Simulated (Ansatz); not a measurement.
# GeH4O: the cost of one run

Method: RKS CAM-B3LYP/def2-SVP, in Ansatz 0.2.0.

### 1 The starting structure

Bond lengths: Ge1–H2 1.550 Å, Ge1–H3 1.550 Å, Ge1–H4 1.549 Å, Ge1–O5 1.769 Å, O5–H6 1.010 Å. Angles: H2–Ge1–H3 109.5°, H2–Ge1–H4 109.5°, H2–Ge1–O5 109.5°, H3–Ge1–H4 109.5°, H3–Ge1–O5 109.5°, H4–Ge1–O5 109.5°, Ge1–O5–H6 109.5°.

Coordinates:

```xyz
6

Ge    0.0000    0.0000    0.0000
H     0.0000    0.0000    1.5500
H     1.4616    0.0000   -0.5162
H    -0.7300    1.2648   -0.5162
O    -0.8337   -1.4443   -0.5894
H    -1.2883   -1.9100    0.1830
```

### 2 Preparing the start

Contents of input.yaml:

```yaml
crystal:
  periodic: [false, false, false]
  atoms:
    - { symbol: Ge, position_ang: [0.0, 0.0, 0.0] }
    - { symbol: H, position_ang: [0.0, 0.0, 1.55] }
    - { symbol: H, position_ang: [1.4616, 0.0, -0.5162] }
    - { symbol: H, position_ang: [-0.73, 1.2648, -0.5162] }
    - { symbol: O, position_ang: [-0.8337, -1.4443, -0.5894] }
    - { symbol: H, position_ang: [-1.2883, -1.91, 0.183] }
basis:
  gaussian: { orbitals: def2-SVP }
hamiltonian:
  xc: cam_b3lyp
relax:
  f_tol: 0.02
  max_steps: 40
output:
  orbitals: {}
```

Started as:

```console
$ ansatz run input.yaml --threads 2 --pin off --max-ram 3072MiB --backend cpu --events-out ev --progress --plain --runs-dir out
```

Q: Estimate wall time and peak memory on 2 threads of Arm Neoverse V1, shared host.

About 13 s, with a peak of 0.14 GiB.
